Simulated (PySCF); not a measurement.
# C₃H₅ClGe: NMR shifts and electronic excitations at several levels of theory, part 2 of 2

PySCF 2.14.0. Atoms count from 0. Earlier steps stand in the parts before.

## Step 9: TDDFT and polarisability: HF/def2-SVPD

What the job is given:

```
{"job": {"kind": "uv", "xc": "HF", "basis": "def2-SVPD", "ip": true}, "charge": 0, "multiplicity": 1}
Cl     3.445540    -0.447463     0.225236
Ge     1.442881    -0.491192     1.058281
C      0.051889    -1.282936    -0.027852
C     -0.559237    -0.087180    -0.156042
C      0.253908     0.999776     0.517316
H      1.614185    -0.874400     2.537325
H     -0.271065    -2.247833    -0.423519
H     -1.512829     0.098247    -0.671721
H     -0.270713     1.560646     1.307052
H      0.708393     1.717689    -0.183454
```

Method: TDDFT HF/def2-SVPD, vertical, gas phase, core orbitals frozen in the response.

What it wrote:

```text
final grid: 85272 points
cycle   1  E = -2650.8276466733  dE =  1.762e-01  |g| = 4.245e-01  |ddm| = 4.425e+00
cycle   2  E = -2650.8870593479  dE = -5.941e-02  |g| = 1.993e-01  |ddm| = 9.634e-01
cycle   3  E = -2650.8956562055  dE = -8.597e-03  |g| = 6.014e-02  |ddm| = 4.704e-01
cycle   4  E = -2650.8967906196  dE = -1.134e-03  |g| = 1.118e-02  |ddm| = 1.481e-01
cycle   5  E = -2650.8968370991  dE = -4.648e-05  |g| = 2.850e-03  |ddm| = 4.125e-02
cycle   6  E = -2650.8968422119  dE = -5.113e-06  |g| = 9.745e-04  |ddm| = 1.483e-02
cycle   7  E = -2650.8968428868  dE = -6.749e-07  |g| = 3.712e-04  |ddm| = 4.260e-03
cycle   8  E = -2650.8968429981  dE = -1.113e-07  |g| = 1.450e-04  |ddm| = 1.176e-03
cycle   9  E = -2650.8968430122  dE = -1.410e-08  |g| = 4.332e-05  |ddm| = 4.936e-04
cycle  10  E = -2650.8968430139  dE = -1.770e-09  |g| = 2.104e-05  |ddm| = 2.010e-04
cycle  11  E = -2650.8968430143  dE = -3.611e-10  |g| = 6.595e-06  |ddm| = 9.252e-05
converged SCF energy = -2650.8968430143

Static polarisability (au): isotropic 72.639, principal 61.838 67.883 88.197

Singlet excitations
state   eV       nm        f      main configurations
  1   6.9116    179.4   0.15948   H->L+4 0.36, H->L+1 0.29
  2   7.2806    170.3   0.00662   H-2->L+4 0.28, H-2->L+1 0.26
  3   7.8893    157.2   0.03173   H-1->L+1 0.41, H-1->L+2 0.18, H-1->L+4 0.11
  4   8.0020    154.9   0.02414   H->L+3 0.33, H->L 0.32, H->L+1 0.17
  5   8.2439    150.4   0.01471   H->L+2 0.56, H->L+1 0.12
  6   8.4760    146.3   0.07277   H-2->L+2 0.26, H-2->L+4 0.10
  7   8.5857    144.4   0.01642   H-1->L+2 0.26, H-1->L+4 0.17, H-1->L 0.13
  8   8.6757    142.9   0.12505   H-1->L+4 0.15, H-2->L+1 0.13, H->L+1 0.08
  9   8.7304    142.0   0.06573   H->L+3 0.26, H->L 0.17
 10   8.9353    138.8   0.06306   H->L 0.16, H-1->L 0.15, H-2->L+1 0.08

Triplet excitations (Tamm-Dancoff, eV): 3.6818 6.6081 7.0509 7.4771
Vertical ionisation energy (delta-SCF) = 8.8051 eV
```

Run time: 44 s. Hardware: 1 thread of Arm Neoverse V1, shared host; peak memory 0.69 GiB.

Frontier orbitals and where they lie:

```
orbital      eV                        atoms
 HOMO−3  -12.76   Cl0 64 %, Ge1 12 %, C3 8 %
 HOMO−2  -11.49  Cl0 34 %, C2 22 %, Ge1 17 %
 HOMO−1  -11.20  C4 31 %, Cl0 26 %, Ge1 18 %
   HOMO  -10.40     C2 38 %, C3 34 %, C4 9 %
   LUMO    2.26   Ge1 56 %, Cl0 11 %, H5 8 %
 LUMO+1    2.68  Ge1 23 %, Cl0 22 %, C2 13 %
 LUMO+2    2.71  Cl0 24 %, Ge1 21 %, C4 12 %
```

With each of the 10 states as a Gaussian band of 0.4 eV half-width at 1/e, the curve within the window shown has maxima at 179 nm (ε 6,600), 143 nm (ε 13,000) L/(mol cm). Beyond the last state computed it falls off for lack of states. The curve at chosen wavelengths:

(nm, ε (L/mol/cm)): (134, 2840), (136, 5330), (139, 9742), (141, 11885), (144, 12276), (146, 10809), (149, 7685), (151, 5888), (154, 4093), (156, 3314), (159, 2408), (161, 1939), (164, 1620), (166, 1794), (169, 2714), (171, 3676), (174, 5246), (176, 6075), (179, 6578), (181, 6338), (184, 5284), (186, 4328), (189, 2879), (191, 2052), (194, 1126), (196, 713)

Ground-state properties from the same run:

```
           property  computed
  dipole moment (D)      2.66
polarisability (Å³)     10.76
 HOMO–LUMO gap (eV)     12.67
      −ε(HOMO) (eV)     10.40
```

## Step 10: Excited states and response: LDA/def2-SVPD

Settings changed since step 9:

```diff
@@ -1,2 +1,2 @@
-{"job": {"kind": "uv", "xc": "HF", "basis": "def2-SVPD", "ip": true}, "charge": 0, "multiplicity": 1}
+{"job": {"kind": "uv", "xc": "LDA", "basis": "def2-SVPD", "ip": true}, "charge": 0, "multiplicity": 1}
 Cl     3.445540    -0.447463     0.225236
```

Level: TDDFT LDA/def2-SVPD, vertical, gas phase, core orbitals frozen in the response.

What it wrote:

```text
coarse grid: 41632 points
cycle   1  E = -2648.2196348550  dE = -1.754e-01  |g| = 7.844e-01  |ddm| = 5.222e+00
cycle   2  E = -2647.9676311384  dE =  2.520e-01  |g| = 1.295e+00  |ddm| = 2.812e+00
cycle   3  E = -2648.3204667024  dE = -3.528e-01  |g| = 1.489e-01  |ddm| = 2.129e+00
cycle   4  E = -2648.3275379194  dE = -7.071e-03  |g| = 5.181e-02  |ddm| = 4.298e-01
cycle   5  E = -2648.3279481366  dE = -4.102e-04  |g| = 3.324e-02  |ddm| = 1.035e-01
cycle   6  E = -2648.3282391633  dE = -2.910e-04  |g| = 1.013e-02  |ddm| = 4.706e-02
cycle   7  E = -2648.3282675572  dE = -2.839e-05  |g| = 2.538e-03  |ddm| = 1.688e-02
cycle   8  E = -2648.3282696090  dE = -2.052e-06  |g| = 2.950e-04  |ddm| = 5.441e-03
final grid: 85272 points
cycle   9  E = -2648.3282906404  dE = -9.142e-09  |g| = 4.260e-04  |ddm| = 5.530e-03
cycle  10  E = -2648.3282905392  dE =  1.012e-07  |g| = 7.403e-04  |ddm| = 1.828e-03
cycle  11  E = -2648.3282906897  dE = -1.505e-07  |g| = 8.303e-05  |ddm| = 1.220e-03
cycle  12  E = -2648.3282906913  dE = -1.544e-09  |g| = 3.897e-05  |ddm| = 1.411e-04
cycle  13  E = -2648.3282906917  dE = -4.316e-10  |g| = 4.555e-06  |ddm| = 5.606e-05
converged SCF energy = -2648.3282906917

Static polarisability (au): isotropic 80.366, principal 68.175 73.951 98.972

Singlet excitations
state   eV       nm        f      main configurations
  1   5.2540    236.0   0.00103   H-1->L 0.90
  2   5.3785    230.5   0.00452   H-2->L 0.56, H->L 0.34
  3   5.8934    210.4   0.02446   H->L+1 0.39, H->L 0.26, H-2->L 0.23
  4   6.2471    198.5   0.00442   H-1->L+1 0.63, H-2->L+1 0.28
  5   6.3241    196.1   0.01253   H-2->L+1 0.39, H-3->L 0.28, H-1->L+1 0.17
  6   6.4009    193.7   0.00442   H-4->L 0.43, H-3->L 0.31, H->L+1 0.11
  7   6.4513    192.2   0.01659   H->L+2 0.43, H-3->L 0.21, H-4->L 0.13
  8   6.5017    190.7   0.00848   H-1->L+2 0.43, H->L+2 0.28, H-2->L+1 0.10
  9   6.5875    188.2   0.00177   H-4->L 0.40, H->L+2 0.16, H-3->L 0.10
 10   6.7221    184.4   0.02922   H-2->L+2 0.31, H->L+1 0.14, H-1->L+2 0.12

Triplet excitations (Tamm-Dancoff, eV): 4.5372 5.1126 5.1336 5.8315
Vertical ionisation energy (delta-SCF) = 9.9221 eV
Vertical electron affinity (delta-SCF) = -0.6303 eV
```

Run time: 2.5 min. Hardware: 1 thread of Arm Neoverse V1, shared host; peak memory 0.52 GiB.

Key values: HOMO -7.05 eV, LUMO -1.92 eV; lowest singlet 5.25 eV.

## Step 11: Excited states and response: PBE/def2-SVPD

Settings changed since step 10:

```diff
@@ -1,2 +1,2 @@
-{"job": {"kind": "uv", "xc": "LDA", "basis": "def2-SVPD", "ip": true}, "charge": 0, "multiplicity": 1}
+{"job": {"kind": "uv", "xc": "PBE", "basis": "def2-SVPD", "ip": true}, "charge": 0, "multiplicity": 1}
 Cl     3.445540    -0.447463     0.225236
```

Level: TDDFT PBE/def2-SVPD, vertical, gas phase, core orbitals frozen in the response.

What it wrote:

```text
coarse grid: 41632 points
cycle   1  E = -2653.2835851746  dE = -1.729e-01  |g| = 7.418e-01  |ddm| = 5.070e+00
cycle   2  E = -2653.0617474281  dE =  2.218e-01  |g| = 1.220e+00  |ddm| = 2.669e+00
cycle   3  E = -2653.3813718480  dE = -3.196e-01  |g| = 1.237e-01  |ddm| = 1.993e+00
cycle   4  E = -2653.3862019498  dE = -4.830e-03  |g| = 4.970e-02  |ddm| = 3.924e-01
cycle   5  E = -2653.3866222260  dE = -4.203e-04  |g| = 3.086e-02  |ddm| = 9.646e-02
cycle   6  E = -2653.3868768268  dE = -2.546e-04  |g| = 8.597e-03  |ddm| = 4.453e-02
cycle   7  E = -2653.3868976763  dE = -2.085e-05  |g| = 2.080e-03  |ddm| = 1.449e-02
cycle   8  E = -2653.3868990439  dE = -1.368e-06  |g| = 2.588e-04  |ddm| = 4.440e-03
final grid: 85272 points
cycle   9  E = -2653.3869079527  dE = -2.821e-08  |g| = 3.722e-04  |ddm| = 7.106e-03
cycle  10  E = -2653.3869078783  dE =  7.436e-08  |g| = 6.393e-04  |ddm| = 1.547e-03
cycle  11  E = -2653.3869079906  dE = -1.123e-07  |g| = 7.527e-05  |ddm| = 1.018e-03
cycle  12  E = -2653.3869079917  dE = -1.147e-09  |g| = 3.660e-05  |ddm| = 1.363e-04
cycle  13  E = -2653.3869079921  dE = -4.043e-10  |g| = 3.016e-06  |ddm| = 5.124e-05
converged SCF energy = -2653.3869079921

Static polarisability (au): isotropic 79.551, principal 67.300 73.299 98.054

Singlet excitations
state   eV       nm        f      main configurations
  1   5.3710    230.8   0.00110   H-1->L 0.94
  2   5.5017    225.4   0.00502   H-2->L 0.73, H->L 0.23
  3   5.9613    208.0   0.02500   H->L+1 0.44, H->L 0.31, H-2->L 0.15
  4   6.3170    196.3   0.00215   H-1->L+1 0.78, H-2->L+1 0.17
  5   6.4266    192.9   0.01119   H-2->L+1 0.48, H-3->L 0.31
  6   6.4780    191.4   0.00252   H-4->L 0.39, H-3->L 0.18, H->L+1 0.18
  7   6.5043    190.6   0.01735   H->L+2 0.64, H-3->L 0.19, H-2->L+1 0.11
  8   6.5651    188.9   0.01264   H-1->L+2 0.31, H-3->L 0.18, H->L+2 0.15
  9   6.6588    186.2   0.00319   H-4->L 0.57, H-3->L 0.11, H->L+1 0.08
 10   6.7742    183.0   0.01942   H-2->L+2 0.48, H->L+1 0.09, H->L+3 0.09

Triplet excitations (Tamm-Dancoff, eV): 4.3310 5.1840 5.2204 5.8477
Vertical ionisation energy (delta-SCF) = 9.7562 eV
Vertical electron affinity (delta-SCF) = -0.8122 eV
```

Wall time 3 min (1 thread of Arm Neoverse V1, shared host); peak memory 0.62 GiB.

This run: HOMO -6.91 eV, LUMO -1.69 eV; lowest singlet 5.37 eV.

## Step 12: Side by side: NMR shifts

Shifts (ppm) of some atoms, chosen among heavy atoms and hydrogens apart, with basis size and wall time:

```
             run     C3     C2    C4    H7    H5  Cl0  Ge1  functions   time
     PBE0/6-31G*  148.0  138.1  34.0  6.95  6.46  -19   42        102   11 s
   PBE0/def2-SVP  152.4  143.1  32.6  6.99  6.12   14   17        117   13 s
  PBE0/def2-TZVP  161.1  150.3  35.7  7.35  6.56    9   22        208   38 s
    PBE0/cc-pVDZ  153.2  144.0  35.2  7.21  6.29   11   24        112   13 s
    PBE0/cc-pVTZ  159.8  149.5  35.8  7.33  6.37   19   28        237   59 s
PBE0/aug-cc-pVDZ  152.2  144.1  35.4  7.46  6.59   23    1        177   29 s
   PBE0/pcSseg-0  168.0  155.4  36.3  7.00  6.77  -23   82         75  6.9 s
```

## Step 13: Run by run: electronic excitations

Excitations and ground-state properties, with basis size and wall time:

```
          run  lowest singlet (eV)  brightest (eV)      f  gap (eV)  α (Å³)  μ (D)  functions     time
 HF/def2-SVPD                 6.91            6.91  0.159     12.67   10.76   2.66        165     44 s
LDA/def2-SVPD                 5.25            6.72  0.029      5.13   11.91   2.56        165  2.5 min
PBE/def2-SVPD                 5.37            5.96  0.025      5.22   11.79   2.52        165    3 min
```

## Step 14: Outcome

What follows sums up all 2 parts.

| quantity | value |
| --- | --- |
| 13C shifts against TMS (PBE0/6-31G*) | 148.0, 138.1, 34.0 ppm |
| 1H shifts against TMS (PBE0/6-31G*) | 6.95, 6.46, 6.15, 2.42, 2.31 ppm |
| 35Cl shifts against HCl (PBE0/6-31G*) | -19 ppm |
| 73Ge shifts against GeMe4 (PBE0/6-31G*) | 42 ppm |
| lowest singlet (HF/def2-SVPD) | 6.91 eV (179 nm), f = 0.159 |
| lowest triplet | 3.68 eV |
| vertical ionisation energy (ΔSCF) | 8.81 eV |
| range of the shift of Ge1 | 1 to 82 ppm |
| range of the lowest singlet | 5.25 to 6.91 eV |

**Reading.** Single values in the summary come from the first sound run of each kind (PBE0/6-31G*; HF/def2-SVPD), which need not be the best level. At PBE0/6-31G*: The largest span, 207 ppm, is at C3, where the paramagnetic term is -209 ppm. The first singlet state (HOMO→LUMO+4 0.36, HOMO→LUMO+1 0.29) lies at 6.91 eV and is bright. The lowest triplet lies 3.23 eV below the lowest singlet (triplets in Tamm-Dancoff, singlets in full TDDFT). At HF/def2-SVPD, the highest states lie near or above the ionisation energy, where they hang on the basis. ΔSCF puts the ionisation energy at 8.81 eV, 1.60 eV below −ε(HOMO). In ppm, Ge1 moves most: its shift spreads over 82 ppm, from 1 (PBE0/aug-cc-pVDZ) to 82 (PBE0/pcSseg-0). Part of that comes from the computed reference. The lowest singlet runs from 5.25 eV (LDA/def2-SVPD) to 6.91 eV (HF/def2-SVPD), while the orbital gap spans 5.13 to 12.67 eV: the excitation energy moves far less from run to run than the orbital gap does. The lowest state need not be the same one in every run. Spin-orbit coupling is left out, which matters for shieldings and couplings at and beside the heavy atoms.
